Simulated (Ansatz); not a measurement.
# C₃H₈Cl₃NZr: small, medium and large basis sets

One table from this session's results is given with a row withheld; the runs are named, their logs left out.

The runs use Ansatz 0.2.0, Gaussian basis; one geometry, several basis sets.

Plan: PBE0-D4/def2-SVP; ωB97M-V/def2-SVP; PBE0-D4/def2-QZVPP; ωB97M-V/def2-QZVPP; the functionals' def2-TZVPP values are taken from earlier runs.

## Structure used throughout

An earlier PBE0-D4 in a triple-zeta def2 set relaxation fixed the geometry. Zr takes the def2 core potential; no spin-orbit term is included.

SMILES `CC(C)[NH][Zr]([Cl])([Cl])[Cl]`, 16 atoms, charge 0, spin multiplicity 1.

Atoms are counted from 1 here; the program's logs count them from 0.

Bond lengths: C1–C2 1.518 Å, C1–H9 1.093 Å, C1–H10 1.095 Å, C1–H11 1.091 Å, C2–C3 1.520 Å, C2–N4 1.459 Å, C2–H12 1.099 Å, C3–H13 1.093 Å, C3–H14 1.093 Å, C3–H15 1.093 Å, N4–Zr5 1.986 Å, N4–H16 1.017 Å, Zr5–Cl6 2.350 Å, Zr5–Cl7 2.350 Å, Zr5–Cl8 2.337 Å. Angles: C2–C1–H9 111.4°, C2–C1–H10 110.8°, C2–C1–H11 110.5°, H9–C1–H10 108.9°, H9–C1–H11 107.6°, H10–C1–H11 107.5°, C1–C2–C3 111.5°, C1–C2–N4 109.9°, C1–C2–H12 108.1°, C3–C2–N4 110.7°, C3–C2–H12 108.5°, N4–C2–H12 108.1°, C2–C3–H13 110.6°, C2–C3–H14 111.2°, C2–C3–H15 110.3°, H13–C3–H14 107.9°, H13–C3–H15 108.5°, H14–C3–H15 108.2° and more.

Geometry (Å):

```mol
C3H8Cl3NZr
  3D, bonds by distance, orders not assigned

 16 15  0  0  0  0  0  0  0  0999 V2000
    0.9796    1.0896    0.3620 C   0  0
    0.5246   -0.3194    0.6971 C   0  0
    1.4584   -1.3624    0.1038 C   0  0
   -0.8417   -0.5255    0.2286 N   0  0
   -2.1224    0.5888   -0.8025 Zr  0  0
   -2.5932    2.5464    0.4086 Cl  0  0
   -1.1516    1.1587   -2.8650 Cl  0  0
   -4.0157   -0.7558   -1.0700 Cl  0  0
    0.3241    1.8390    0.8131 H   0  0
    1.0014    1.2435   -0.7217 H   0  0
    1.9890    1.2639    0.7381 H   0  0
    0.5297   -0.4278    1.7906 H   0  0
    2.4727   -1.2357    0.4901 H   0  0
    1.1288   -2.3746    0.3513 H   0  0
    1.4872   -1.2692   -0.9848 H   0  0
   -1.1710   -1.4594    0.4606 H   0  0
  1  2  8  0
  2  3  8  0
  2  4  8  0
  4  5  8  0
  5  6  8  0
  5  7  8  0
  5  8  8  0
  1  9  8  0
  1 10  8  0
  1 11  8  0
  2 12  8  0
  3 13  8  0
  3 14  8  0
  3 15  8  0
  4 16  8  0
M  END
```

Set-up of the first run:

in.yaml

```yaml
crystal:
  periodic: [false, false, false]
  atoms:
    - {symbol: C, position_ang: [0.979598, 1.089566, 0.362041]}
    - {symbol: C, position_ang: [0.524619, -0.319398, 0.697146]}
    - {symbol: C, position_ang: [1.458441, -1.362352, 0.103762]}
    - {symbol: N, position_ang: [-0.841693, -0.525506, 0.228568]}
    - {symbol: Zr, position_ang: [-2.122432, 0.588760, -0.802512]}
    - {symbol: Cl, position_ang: [-2.593184, 2.546370, 0.408618]}
    - {symbol: Cl, position_ang: [-1.151577, 1.158671, -2.865032]}
    - {symbol: Cl, position_ang: [-4.015659, -0.755830, -1.070019]}
    - {symbol: H, position_ang: [0.324060, 1.839000, 0.813146]}
    - {symbol: H, position_ang: [1.001388, 1.243543, -0.721676]}
    - {symbol: H, position_ang: [1.988965, 1.263921, 0.738136]}
    - {symbol: H, position_ang: [0.529717, -0.427832, 1.790576]}
    - {symbol: H, position_ang: [2.472700, -1.235686, 0.490069]}
    - {symbol: H, position_ang: [1.128813, -2.374608, 0.351320]}
    - {symbol: H, position_ang: [1.487215, -1.269189, -0.984770]}
    - {symbol: H, position_ang: [-1.170991, -1.459419, 0.460635]}
basis:
  gaussian: {orbitals: def2-SVP}
hamiltonian: {xc: pbe0, dispersion: d4}
output: {orbitals: {seedname: orbitals}}
```

On the command line:

```
ansatz run in.yaml --threads 4 --pin off --events-out ev --progress --plain --max-ram 66560MiB --backend cpu
```

Steps of the session up to this table: PBE0-D4 in def2-SVP; ωB97M-V in def2-SVP; PBE0-D4 in def2-QZVPP; ωB97M-V in def2-QZVPP.

One of the session's tables, all rows but one given; the rest of the session is left out.

It belongs to the step «Density functionals: the series». 

| functional | basis | HOMO (eV) | LUMO (eV) |
| --- | --- | --- | --- |
| PBE0-D4 | def2-SVP | -7.67 | -1.97 |
| PBE0-D4 | def2-TZVPP | -7.69 | -2.03 |
| PBE0-D4 | def2-QZVPP | -7.70 | -2.04 |
| ωB97M-V | def2-SVP | -9.90 | 0.18 |
| ωB97M-V | def2-TZVPP | -9.94 | 0.08 |
| ωB97M-V | def2-QZVPP | ? | ? |

**Question.** Estimate the row for ωB97M-V, def2-QZVPP.

The run gave: HOMO (eV): -9.96; LUMO (eV): 0.04. In the column «HOMO (eV)» it is the lowest.
